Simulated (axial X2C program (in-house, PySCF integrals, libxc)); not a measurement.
# TiNC: bond lengths and stretches, held linear

An exercise on one series of results from a longer session: the logs are not shown, and one member is left open.

Computed with an in-house X2C program for linear molecules on PySCF integrals. Level: all-electron X2C, two-component (2c) or spin-free, Ti dyall-v3z, N dyall-av3z, C dyall-v3z.

All values are calculated.

2 further runs of the same task are left out: 2 set aside as unsound or not needed.

The first run:

Input file task.json:

```json
{"zs": [22, 7, 6], "q": 0, "bas": ["dyall-v3z", "dyall-av3z", "dyall-v3z"], "r0": [2.02, 1.17], "symm": 0, "scan": ["PBE0", "HF", "BHandHLYP"], "levels": ["PBE0", "HF", "BHandHLYP"], "nst": 2}
```

Keys: zs atomic numbers; q charge; bas basis sets; r0 starting distance in Å; symm equal bonds; scan levels of the two-bond scan (MP2 follows by itself at each HF point); levels methods; nst determinants followed.

Launch:

```console
> python solin.py task.json out
```

Masses Ti 47.948, N 14.003, C 12.000 u.

Among the steps run: Scan at PBE0, 2c; Scan at HF, 2c; Scan at BHandHLYP, 2c.

One table of the session follows, with a row left open; its other results are not shown here.

```
               level  r(Ti–N) (Å)  r(N–C) (Å)  lower stretch (cm⁻¹)  upper stretch (cm⁻¹)
            PBE0, 2c        1.977       1.176                 480.2                2116.4
              HF, 2c            ?           ?                     ?                     ?
       BHandHLYP, 2c        2.009       1.163                 476.2                2198.7
             MP2, 2c        2.017       1.188                 461.0                2060.6
     PBE0, spin-free        1.977       1.176                 480.3                2116.1
       HF, spin-free        2.071       1.155                 446.8                2278.4
BHandHLYP, spin-free        2.009       1.163                 476.3                2198.5
      MP2, spin-free        2.017       1.188                 461.2                2060.8
```

Estimate the missing values for HF, 2c.

The run gave: r(Ti–N) (Å): 2.071; r(N–C) (Å): 1.155; lower stretch (cm⁻¹): 446.7; upper stretch (cm⁻¹): 2278.6.

Scans not shown above were run alike.

In words: Over the levels the Ti–N bond spans 1.977 to 2.071 Å and the N–C bond 1.155 to 1.188 Å. At PBE0 spin–orbit coupling leaves both bonds unchanged to 0.001 Å. Each state is one determinant, the lowest of a limited PBE0 search; the stretches come from a fit to few points and are good to some per cent at best. MP2 freezes inner shells (threshold -2 hartree). The molecule was held linear; bending was not examined, so a bent shape may lie lower. Note: functional without a current term on a determinant with orbital currents, of the molecule or an atom. Note: several unpaired electrons, one determinant need not be a pure state.
